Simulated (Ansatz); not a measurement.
# CH6BClGeS: the cost of one run

All numbers below are computed with Ansatz 0.2.0 (RKS PBE0-D4/def2-SVP).

### Step 1. Starting point

Bond lengths: Cl1–B2 1.818 Å, B2–C3 1.583 Å, C3–S4 1.758 Å, S4–Ge5 2.204 Å, B2–H6 1.199 Å, C3–H7 1.160 Å, C3–H8 1.112 Å, Ge5–H9 1.604 Å, Ge5–H10 1.546 Å, Ge5–H11 1.522 Å. Angles (14 of 16 angles, heavy atoms first): Cl1–B2–C3 118.9°, B2–C3–S4 114.0°, C3–S4–Ge5 97.8°, Cl1–B2–H6 120.5°, C3–B2–H6 120.5°, B2–C3–H7 109.4°, B2–C3–H8 108.9°, S4–C3–H7 109.8°, S4–C3–H8 111.3°, S4–Ge5–H9 109.1°, S4–Ge5–H10 107.5°, S4–Ge5–H11 110.8°, H7–C3–H8 102.8°, H9–Ge5–H10 107.8°.

As a file:

```xyz
11

Cl   -1.8868   -0.6827    2.4426
B    -0.3324   -0.0870    1.7120
C     0.4039   -0.9885    0.6386
S    -0.4970   -1.2027   -0.8553
Ge   -0.0561    0.7607   -1.7548
H     0.1533    0.9472    2.0743
H     1.4471   -0.5375    0.4079
H     0.6564   -1.9680    1.1016
H    -0.5309    1.9172   -0.7499
H     1.4789    0.8687   -1.9067
H    -0.7711    0.9156   -3.0896
```

### Step 2. Relaxing end A

input.yaml reads:

```yaml
crystal:
  periodic: [false, false, false]
  atoms:
    - { symbol: Cl, position_ang: [-1.8868, -0.6827, 2.4426] }
    - { symbol: B, position_ang: [-0.3324, -0.087, 1.712] }
    - { symbol: C, position_ang: [0.4039, -0.9885, 0.6386] }
    - { symbol: S, position_ang: [-0.497, -1.2027, -0.8553] }
    - { symbol: Ge, position_ang: [-0.0561, 0.7607, -1.7548] }
    - { symbol: H, position_ang: [0.1533, 0.9472, 2.0743] }
    - { symbol: H, position_ang: [1.4471, -0.5375, 0.4079] }
    - { symbol: H, position_ang: [0.6564, -1.968, 1.1016] }
    - { symbol: H, position_ang: [-0.5309, 1.9172, -0.7499] }
    - { symbol: H, position_ang: [1.4789, 0.8687, -1.9067] }
    - { symbol: H, position_ang: [-0.7711, 0.9156, -3.0896] }
basis:
  gaussian: { orbitals: def2-SVP }
hamiltonian:
  xc: pbe0
  dispersion: d4
relax:
  f_tol: 0.015
  max_steps: 40
```

The run is started by

```bash
$ ansatz run input.yaml --threads 2 --pin off --max-ram 3072MiB --backend cpu --events-out ev --progress --plain --runs-dir out
```

What time and memory should one allow on 2 threads of AMD EPYC 7R13 (Zen 3), shared host?

About 59 s, with a peak of 0.36 GiB.
